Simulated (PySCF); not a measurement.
# Lu(NH2)3: forces at shaken geometries

Aim: move all atoms of relaxed Lu(NH2)3 at random and read energies and forces. It is a constructed species; whether it can be made isn't addressed.

The runs use PySCF 2.14.0; TPSS, Lu lcecp-1-SVP with ECP60, N def2-SVP, H def2-SVP; scalar-relativistic core potentials, no spin–orbit coupling.

4 further runs of the same task are left out: 2 for a known fault of the program, 1 that didn't finish, 1 set aside as unsound or not needed.

## (1) The system as given

10 atoms, charge 0, spin multiplicity 1.

Bond lengths: Lu1–N2 2.137 Å, Lu1–N5 2.138 Å, Lu1–N8 2.138 Å, N2–H3 1.027 Å, N2–H4 1.028 Å, N5–H6 1.027 Å, N5–H7 1.028 Å, N8–H9 1.028 Å, N8–H10 1.028 Å. Angles: N2–Lu1–N5 120.1°, N2–Lu1–N8 119.9°, N5–Lu1–N8 120.0°, Lu1–N2–H3 127.2°, Lu1–N2–H4 127.7°, H3–N2–H4 105.1°, Lu1–N5–H6 127.8°, Lu1–N5–H7 127.2°, H6–N5–H7 105.0°, Lu1–N8–H9 127.4°, Lu1–N8–H10 127.6°, H9–N8–H10 105.0°.

As a file:

```
Lu    0.0019    0.0014   -0.0154
N     2.1255    0.0039    0.2232
H     2.7394   -0.8127    0.3325
H     2.7533    0.8168    0.2572
N    -1.0550    1.8478   -0.2227
H    -0.6671    2.7990   -0.2220
H    -2.0680    1.9747   -0.3395
N    -1.0682   -1.8489   -0.0093
H    -0.6794   -2.7945    0.0985
H    -2.0824   -1.9874   -0.1026
```

Formal oxidation states: Lu +3. Each metal's 14 4f electrons lie in its core potential, so multiplicities, spins and levels count the valence alone. An earlier session relaxed this geometry at TPSS, Lu lcecp-1-SVP with ECP60, N def2-SVP, H def2-SVP (singlet, point group C3v).

Its energy there is -207.849959 Eh.

## (2) Atoms moved at random, σ = 0.15 Å

File run.py (the lines that set the calculation):

```python
mol = gto.M(atom='''
Lu    -0.12308     0.26242    -0.06193
N      2.19939     0.06523     0.23421
H      2.88587    -0.68385     0.26769
H      2.53615     0.66465     0.05728
N     -0.76525     1.79965     0.10276
H     -0.73996     2.76203    -0.30705
H     -2.03732     2.05216    -0.06739
N     -1.28662    -1.90616    -0.12066
H     -0.74156    -3.15342     0.05322
H     -1.92763    -1.86270    -0.15812''',
    basis={'Lu': 'lcecp-1-SVP', 'N': 'def2-SVP', 'H': 'def2-SVP'},
    ecp={'Lu': 'lcecp-1-SVP'},
    charge=0, spin=0)
mf = dft.RKS(mol, xc='TPSS')
mf.grids.atom_grid = (50, 194)  # f atoms: unpruned, at least (60, 302)
mf = mf.density_fit()  # fitting sets: Lu AutoAux, N def2-universal-JKFIT, H def2-universal-JKFIT
mf.conv_tol = 1e-08; mf.max_cycle = 55
mf.kernel(dm0)  # dm0: the density of the relaxed state
```

Command:

```
OMP_NUM_THREADS=2 python run.py
```

## (3) Atoms moved at random, σ = 0.03 Å

File run.py (the lines that set the calculation):

```python
mol = gto.M(atom='''
Lu     0.03524     0.02318     0.01310
N      2.15874     0.00032     0.18868
H      2.79150    -0.79129     0.33941
H      2.71996     0.85424     0.25165
N     -1.06110     1.85267    -0.21685
H     -0.70454     2.77483    -0.24623
H     -2.11867     1.92417    -0.33261
N     -1.08988    -1.87793     0.01908
H     -0.63902    -2.82505     0.10004
H     -2.09222    -1.93513    -0.11627''',
    basis={'Lu': 'lcecp-1-SVP', 'N': 'def2-SVP', 'H': 'def2-SVP'},
    ecp={'Lu': 'lcecp-1-SVP'},
    charge=0, spin=0)
mf = dft.RKS(mol, xc='TPSS')
mf.grids.atom_grid = (50, 194)  # f atoms: unpruned, at least (60, 302)
mf = mf.density_fit()  # fitting sets: Lu AutoAux, N def2-universal-JKFIT, H def2-universal-JKFIT
mf.conv_tol = 1e-08; mf.max_cycle = 55
mf.kernel(dm0)  # dm0: the density of the relaxed state
```

## (4) Atoms moved at random, σ = 0.15 Å

File run.py (the lines that set the calculation):

```python
mol = gto.M(atom='''
Lu    -0.01662    -0.01291    -0.36901
N      2.07236     0.17259     0.30615
H      2.48484    -1.06142     0.35781
H      2.52757     0.76932     0.42382
N     -1.08150     2.10646    -0.01874
H     -0.60050     2.79996    -0.39973
H     -1.76164     1.76096    -0.38585
N     -1.01919    -1.90769     0.02068
H     -0.54688    -2.79172     0.27161
H     -2.05845    -1.83555    -0.20674''',
    basis={'Lu': 'lcecp-1-SVP', 'N': 'def2-SVP', 'H': 'def2-SVP'},
    ecp={'Lu': 'lcecp-1-SVP'},
    charge=0, spin=0)
mf = dft.RKS(mol, xc='TPSS')
mf.grids.atom_grid = (50, 194)  # f atoms: unpruned, at least (60, 302)
mf = mf.density_fit()  # fitting sets: Lu AutoAux, N def2-universal-JKFIT, H def2-universal-JKFIT
mf.conv_tol = 1e-08; mf.max_cycle = 55
mf.kernel(dm0)  # dm0: the density of the relaxed state
```

Q: Predict the outcome of this session. Wanted: for each run, σ; energy rise; harmonic estimate −½ F·u; largest force component.

The runs gave:

| σ (Å) | energy rise (eV) | harmonic estimate −½ F·u (eV) | largest force component (eV/Å) |
| --- | --- | --- | --- |
| 0.15 | 19.579 | 24.407 | 69.05 |
| 0.03 | 0.164 | 0.161 | 1.85 |
| 0.15 | 6.662 | 5.815 | 27.27 |

Every displacement raises the energy. For a harmonic well the rise equals −½ F·u; the two differ by at most 25 % here (a move with σ = 0.15 Å), from anharmonicity, the grid and the small forces left at the relaxed point. These are double-zeta-type bases without diffuse functions. Spin–orbit coupling is left out.
